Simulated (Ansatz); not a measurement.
**UBLYP/STO-3G run of AlHBr (SMILES [AlH][Br])**

Aim: the electronic atomisation energy of AlHBr at UBLYP/STO-3G, from 4 runs. 

Program for the calculation: Ansatz 0.2.0.

59 further runs of the same task are left out: 10 that didn't finish, 49 set aside as unsound or not needed.

## 1. The system as given

AlHBr has 3 atoms, charge 0, and is taken as a doublet. SMILES: `[AlH][Br]`. Geometry: relaxed at PBE0-D4/def2-TZVP.

Bond lengths: Al1–Br2 2.275 Å, Al1–H3 1.602 Å. Angles: Br2–Al1–H3 115.7°.

## 2. A single-point energy at UBLYP/STO-3G

Input file run.yaml:

```yaml
crystal:
  periodic: [false, false, false]
  atoms:
    - symbol: Al
      position_ang: [-0.296700, -0.628000, -0.239100]
    - symbol: Br
      position_ang: [1.584500, 0.008600, 0.871100]
    - symbol: H
      position_ang: [-1.298900, 0.554600, -0.645300]
basis:
  gaussian: {orbitals: STO-3G}
magnetization: {spin_polarized: true, initial_magnetization: 1}
hamiltonian: {xc: {name: BLYP}}
accuracy: high
```

Started as:

```console
$ ansatz run run.yaml --threads 1 --pin off --max-ram 2610MiB --events-out events.jsonl --progress --plain --runs-dir runs
```

What it wrote:

```text
Warning: RAYON_NUM_THREADS=1 ignored (pool sized by the plan → 1); use --threads N
Functional definition: BLYP
  name "BLYP"
  parameter beta = 0.0042
  parameter a = 0.04918
  parameter b = 0.132
  parameter c = 0.2533
  parameter d = 0.349
  exchange = b88_x(beta = beta)
  correlation = lyp_c(a = a, b = b, c = c, d = d)
390 factors; integrals over basis functions are off by at most 1.2e-8 eV
mean field evaluation 1: about -75807.1907 eV, gradient 1.5e1 eV
mean field evaluation 2: about -75801.1431 eV, gradient 3.1e1 eV
mean field evaluation 4: about -75809.1831 eV, gradient 1.3e0 eV
mean field evaluation 8: about -75809.1860 eV, gradient 4.0e-3 eV
mean field evaluation 16: about -75809.1860 eV, gradient 5.3e-8 eV
mean field -75809.18603604 eV, -2785.9362015126 hartree, gradient 1.2e-8 eV, S^2 0.751927; 0 other end points of the search recorded, 0 dependent functions left out
reference -75809.18607060 eV, -2785.9362027825 hartree; 25, 24 occupied and 3, 4 virtual orbitals, 390 factors
Total energy: -75809.18607060 eV, -2785.9362027825 hartree
```

Wall time 1.9 s (1 thread of Arm Neoverse V1, shared host); peak memory 0.12 GiB.

## 3. The Al atom

Input file job.yaml:

```yaml
crystal:
  periodic: [false, false, false]
  atoms:
    - symbol: Al
      position_ang: [0.000000, 0.000000, 0.000000]
basis:
  gaussian:
    orbitals: STO-3G
total_charge: 0
magnetization:
  spin_polarized: true
  initial_magnetization: 1
hamiltonian:
  xc: {name: BLYP}
accuracy: high
```

Started as:

```console
$ ansatz run job.yaml --threads 1 --pin off --max-ram 2610MiB --events-out events.jsonl --progress --plain --runs-dir runs
```

What it wrote, shortened:

```text
Warning: RAYON_NUM_THREADS=1 ignored (pool sized by the plan → 1); use --threads N
[... 9 set-up lines as earlier in the session ...]
42 factors; integrals over basis functions are off by at most 1.7e-9 eV
mean field evaluation 1: about -6511.5280 eV, gradient 1.6e0 eV
mean field evaluation 2: about -6511.5361 eV, gradient 4.2e-1 eV
mean field evaluation 4: about -6511.5360 eV, gradient 1.7e-3 eV
mean field evaluation 8: about -6511.5357 eV, gradient 3.1e-1 eV
mean field evaluation 16: about -6511.5360 eV, gradient 2.9e-4 eV
mean field -6511.53599146 eV, -239.2945340085 hartree, gradient 3.1e-8 eV, S^2 0.750000; 1 other end points of the search recorded, 0 dependent functions left out
reference -6511.53602005 eV, -239.2945350593 hartree; 7, 6 occupied and 2, 3 virtual orbitals, 42 factors
Total energy: -6511.53602005 eV, -239.2945350593 hartree
```

Run time: 0.44 s. Hardware: 1 thread of Arm Neoverse V1, shared host.

## 4. The Br atom at the same level

Input file molecule.yaml:

```yaml
crystal:
  periodic: [false, false, false]
  atoms:
    - {symbol: Br, position_ang: [0.000000, 0.000000, 0.000000]}
basis:
  gaussian: {orbitals: STO-3G}
magnetization: {spin_polarized: true, initial_magnetization: 1}
hamiltonian: {xc: {name: BLYP}}
accuracy: high
```

Run the same way, it converges to -2545.82067 Eh (log not shown).

## 5. The H atom at the same level

Input file input.yaml:

```yaml
crystal:
  periodic: [false, false, false]
  atoms:
    - {symbol: H, position_ang: [0.000000, 0.000000, 0.000000]}
basis:
  gaussian:
    orbitals: STO-3G
magnetization:
  spin_polarized: true
  initial_magnetization: 1
hamiltonian:
  xc: {name: BLYP}
accuracy: high
```

Run the same way, it converges to -0.46274 Eh (log not shown).

## 6. Summary of results

At UBLYP/STO-3G:

| quantity | value |
| --- | --- |
| molecule: total energy | -2785.93620 Eh |
| molecule: ⟨S²⟩ | 0.752 |
| Al atom: total energy | -239.29454 Eh |
| Al atom: ⟨S²⟩ | 0.750 |
| Br atom: total energy | -2545.82067 Eh |
| Br atom: ⟨S²⟩ | 0.750 |
| H atom: total energy | -0.46274 Eh |
| H atom: ⟨S²⟩ | 0.750 |
| electronic atomisation energy | 9.749 eV |

In words: Taking the molecule apart into free atoms costs 9.75 eV (225 kcal/mol), before zero-point energy and without spin-orbit coupling. In a minimal basis such a difference can be off by several eV, whatever the method.
